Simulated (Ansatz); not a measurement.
**C₂H₉CuN₂: one species, many methods**

The task here is to estimate one member of a computed series from the others.

Program: Ansatz 0.2.0, Gaussian basis. Level of theory: functionals in def2-TZVPP, the program's frozen cores in correlated methods. These are calculated values, not measurements.

The runs, in order: LDA (SPW92), PBE-D4, revPBE-D4, BLYP-D4, r2SCAN-D4, B97M-V, PBE0-D4, B3LYP-D4, r2SCANh-D4, r2SCAN0-D4, HSE06-D4, BHLYP-D4, CAM-B3LYP-D4, LC-ωPBE, ωB97X-V, ωB97M-V, B2PLYP, PBE-QIDH; CCSD(T)/def2-SVP; CCSD(T)/def2-TZVPP; MP2/def2-QZVPP; extrapolation to the limit; RPA on PBE.

## The relaxed structure

An earlier PBE0-D4 in a triple-zeta def2 set relaxation fixed the geometry.

14 atoms, charge 0, spin multiplicity 1.

Atoms are counted from 1 here; the program's logs count them from 0.

Bond lengths: C1–N2 1.431 Å, C1–H6 1.107 Å, C1–H7 1.094 Å, C1–H8 1.110 Å, N2–C3 1.431 Å, N2–Cu4 1.814 Å, C3–H9 1.107 Å, C3–H10 1.094 Å, C3–H11 1.110 Å, Cu4–N5 1.934 Å, N5–H12 1.015 Å, N5–H13 1.015 Å, N5–H14 1.015 Å. Angles: N2–C1–H6 111.6°, N2–C1–H7 111.4°, N2–C1–H8 113.7°, H6–C1–H7 106.9°, H6–C1–H8 105.8°, H7–C1–H8 107.0°, C1–N2–C3 111.0°, C1–N2–Cu4 122.6°, C3–N2–Cu4 122.5°, N2–C3–H9 111.6°, N2–C3–H10 111.4°, N2–C3–H11 113.7°, H9–C3–H10 106.9°, H9–C3–H11 105.8°, H10–C3–H11 107.0°, N2–Cu4–N5 177.2°, Cu4–N5–H12 110.9°, Cu4–N5–H13 111.4° and more.

Set-up of the first run:

in.yaml

```yaml
crystal:
  periodic: [false, false, false]
  atoms:
    - {symbol: C, position_ang: [-1.646965, 0.663444, 0.727603]}
    - {symbol: N, position_ang: [-0.262505, 0.315462, 0.632892]}
    - {symbol: C, position_ang: [0.247748, -0.109341, 1.900182]}
    - {symbol: Cu, position_ang: [0.524758, -0.140156, -0.937099]}
    - {symbol: N, position_ang: [1.400896, -0.537405, -2.615014]}
    - {symbol: H, position_ang: [-1.814134, 1.471870, 1.465526]}
    - {symbol: H, position_ang: [-2.034640, 1.021927, -0.230596]}
    - {symbol: H, position_ang: [-2.297866, -0.176230, 1.047724]}
    - {symbol: H, position_ang: [0.132874, 0.678043, 2.670163]}
    - {symbol: H, position_ang: [1.314641, -0.344546, 1.842079]}
    - {symbol: H, position_ang: [-0.260985, -1.006882, 2.308634]}
    - {symbol: H, position_ang: [0.890780, -0.133752, -3.394615]}
    - {symbol: H, position_ang: [1.460527, -1.537859, -2.774479]}
    - {symbol: H, position_ang: [2.344891, -0.164585, -2.643002]}
basis:
  gaussian: {orbitals: def2-TZVPP}
hamiltonian: {xc: lda}
output: {orbitals: {seedname: orbitals}}
```

Launch:

```
ansatz run in.yaml --threads 2 --pin off --events-out ev --progress --plain --max-ram 32768MiB --backend cuda --devices 0, --max-vram 18GiB
```

Steps of the session up to this table: LDA; PBE-D4 (GGA); revPBE-D4 (GGA); BLYP-D4 (GGA); r2SCAN-D4 (meta-GGA); B97M-V (meta-GGA); PBE0-D4 (hybrid); B3LYP-D4 (hybrid); r2SCANh-D4 (hybrid); r2SCAN0-D4 (hybrid); HSE06-D4 (hybrid); BHLYP-D4 (hybrid); CAM-B3LYP-D4 (range-separated); LC-ωPBE (range-separated); ωB97X-V (range-separated); ωB97M-V (range-separated); B2PLYP (double hybrid); PBE-QIDH (double hybrid).

One table of the session follows, with a row left open; its other results are not shown here.

It belongs to the step «Orbital energies across the functionals». 

```
  functional  HOMO (eV)  gap (eV)
 LDA (SPW92)      -3.08      1.67
      PBE-D4      -2.93      1.59
   revPBE-D4      -2.86      1.57
     BLYP-D4      -2.85      1.49
   r2SCAN-D4      -3.05      2.29
      B97M-V      -3.18      1.94
     PBE0-D4      -4.03      3.46
    B3LYP-D4      -3.88      2.98
  r2SCANh-D4      -3.49      2.98
  r2SCAN0-D4          ?         ?
    HSE06-D4      -3.63      2.71
    BHLYP-D4      -5.13      5.09
CAM-B3LYP-D4      -5.37      5.52
     LC-ωPBE      -6.59      7.94
     ωB97X-V      -6.32      7.50
     ωB97M-V      -6.30      6.98
```

Estimate the missing values for r2SCAN0-D4.

Worked estimate for «HOMO (eV)». Against the share of exact exchange, r2SCAN-D4 (0, -3.05), r2SCANh-D4 (0.1, -3.49) give a slope of -4.40 per unit share; at 0.25 the line stands at -4.15.

The run gave: HOMO (eV): -4.15; gap (eV): 3.98. In «HOMO (eV)» the line misses by 0.00.
